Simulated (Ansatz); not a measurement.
C₂H₇NOSi, SMILES CC(=O)[SiH2]N: vertical spin-state energies, run with the Ansatz DFT code, driven from Python.

`run_spin.py`
```python
# -*- coding: utf-8 -*-
"""Gap between spin states of C2H7NOSi at one geometry."""

import ansatz
from ase import Atoms


def main():
    atoms = Atoms(["C", "C", "O", "Si", "N", "H", "H", "H", "H", "H", "H", "H"], positions=[
        (-1.7933, 0.6631, -0.0536),
        (-0.3471, 0.7316, -0.0352),
        (0.2999, 1.7588, -0.0665),
        (0.653, -0.9086, 0.0347),
        (2.2825, -0.7478, 0.0512),
        (-2.2203, 1.7496, -0.1077),
        (-2.2035, 0.2343, 0.8429),
        (-2.1535, 0.1918, -0.96),
        (0.2728, -1.7332, -1.106),
        (0.2197, -1.6717, 1.2848),
        (2.5016, -0.1396, 0.8798),
        (2.5652, -0.1834, -0.7304),
    ])
    geometry = ansatz.Crystal.molecule_from_ase(atoms)

    model = (
        geometry.calculation()
        .basis(gaussian="STO-3G")
        .functional("b3lyp")
        .scf(lower_state_search="off")
    )
    found = {}
    for unpaired in [0, 2]:
        summary = model.spin("collinear", total=unpaired).run(threads=1).report
        s = unpaired / 2
        found[unpaired] = summary["free_energy_ev"]
        print(f"2S+1 = {unpaired + 1}: E = {found[unpaired]:.5f} eV, <S^2> = {abs(summary['mean_field']['state']['spin_squared']):.3f} (pure state {s * (s + 1):.2f})")
    lowest = min(found, key=found.get)
    for unpaired, e in found.items():
        print(f"multiplicity {unpaired + 1}: {96.485332 * (e - found[lowest]):.1f} kJ/mol above the lowest")


if __name__ == "__main__":
    main()
```

Which spin state is lowest at this geometry, and how far above lie the others?

In order: multiplicity 1 (+0.00 eV) and multiplicity 3 (+2.73 eV), all at the one geometry.

What the script printed:

Output of `python run_spin.py`:
```text
2S+1 = 1: E = -13436.16055 eV, <S^2> = 0.000 (pure state 0.00)
2S+1 = 3: E = -13433.43478 eV, <S^2> = 2.002 (pure state 2.00)
multiplicity 1: 0.0 kJ/mol above the lowest
multiplicity 3: 263.0 kJ/mol above the lowest
```

Reading the output:
- These settings explore the input space; basis and method may be short of convergence.
- The geometry is a force-field or estimated start, not a minimum of this method, and the basis set is short of its limit. All parts are taken at fixed geometry, without zero-point energy.
- b3lyp holds the VWN-RPA fit, as in Gaussian; the form of ORCA and Turbomole is b3lyp5.
- Hardware and time: 3.7 s on 1 thread of Arm Neoverse V1, on a shared host, peak memory 0.16 GiB.
